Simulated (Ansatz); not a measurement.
Predict the output of the script below (Ansatz 0.2.0 through its Python package).

`defect_pbs.py`
```python
# -*- coding: utf-8 -*-
"""Point defect (vacancy) in PbS."""

import ansatz as az
import numpy as np


def main():
    vectors = np.array([
        [0.0, 2.96575, 2.96575],
        [2.96575, 0.0, 2.96575],
        [2.96575, 2.96575, 0.0],
    ])
    structure = (
        az.Lattice.of(vectors)
        .atom("Pb", (0.0, 0.0, 0.0))
        .atom("S", (0.5, 0.5, 0.5))
    )
    host = structure.supercell(2, 2, 2)
    defective = host.vacancy("Pb", at=(0.0, 0.0, 0.0))

    def settled(structure):
        return (
            structure.calculation()
            .basis(260)
            .initial_density(normalization="atom")
            .kpoints(spacing=0.7)
            .functional("PBE")
            .mixing("broyden")
            .occupations("gaussian", width=0.05)
            .band_table()
        )


    perfect = settled(host).run().report
    job = settled(defective).relax(force_tolerance=0.03, max_steps=25)
    res = job.run()
    r = res.report

    n_host, n_defect = len(perfect["lattice"]["sites"]), len(r["lattice"]["sites"])
    print(f"perfect cell: {n_host} atoms, F = {perfect['free_energy_ev']:.4f} eV")
    print(f"defect cell:  {n_defect} atoms, F = {r['free_energy_ev']:.4f} eV")
    # chemical potentials are still to be added to this difference
    print(f"difference {r['free_energy_ev'] - perfect['free_energy_ev']:.4f} eV (no chemical potentials)")

    pull = np.linalg.norm(r["forces_ev_ang"], axis=1)
    for atom in np.argsort(-pull)[:5]:
        print(f"force on {res.lattice.sites[atom].symbol}{atom}: {pull[atom]:.3f} eV/A")

    for site in res.lattice.sites:
        print(f"{site.symbol:2s}", " ".join(f"{v:8.4f}" for v in site.position_ang))


if __name__ == "__main__":
    main()
```

```console
$ python defect_pbs.py
DeckWarning: basis.ecutwfc = 260 eV is below the records' recommended 420 eV, and the density's cutoff is lower with it unless basis.ecutrho_ratio is high enough to keep the records' density cutoff: compare with a run at a higher cutoff
perfect cell: 16 atoms, F = -102473.1642 eV
defect cell:  15 atoms, F = -90565.0394 eV
difference 11908.1248 eV (no chemical potentials)
force on S2: 0.024 eV/A
force on S8: 0.024 eV/A
force on S12: 0.024 eV/A
force on S4: 0.024 eV/A
force on S6: 0.024 eV/A
S    2.9657   2.9657   2.9657
Pb   2.9657   2.9657  -0.0000
S    5.9315   5.9315   3.0682
Pb   2.9657   0.0000   2.9657
S    5.9315   3.0682   5.9315
Pb   5.9315   2.9657   2.9657
S    8.7948   5.9315   5.9315
Pb  -0.0000   2.9657   2.9657
S    3.0682   5.9315   5.9315
Pb   2.9657   5.9315   2.9657
S    5.9315   8.7948   5.9315
Pb   2.9657   2.9657   5.9315
S    5.9315   5.9315   8.7948
Pb   5.9315   5.9315   5.9315
S    8.8972   8.8972   8.8972
```
(Warnings from the package without file and line.)

Notes:
- These settings explore the input space; cutoff and mesh may be short of convergence.
- The cutoff lies under the one recommended for these potentials.
- Extra carriers fill band states at a few k-points, so forces and energy hang on the mesh.
- The relaxation stopped at 0.024 eV/Å, so the energy gained is a lower bound and displacements are uncertain.
- Of the deposited cell: the entry's cell lengths or inner coordinates differ somewhat from later room-temperature determinations.
- The difference holds no chemical potentials.
- Spin-orbit coupling, which matters for elements this heavy, is left out.
- The structure is a deposited one; some such entries were measured under pressure or heat, so a shift against it needn't be the functional's error alone.
- The supercell is small, so the defect meets its images and the energies aren't those of an isolated defect; a partly filled defect level may also lower its energy by spin or distortion. For a charged cell the difference holds no correction, alignment or term for the electrons' reservoir.
- Hardware and time: 16 s on 1 thread of Arm Neoverse V2, on a shared host, peak memory 0.54 GiB.

(A comment or docstring line of the script was reworded after the run, the code is as it ran; lines on the test bed's own set-up are left out of the output.)
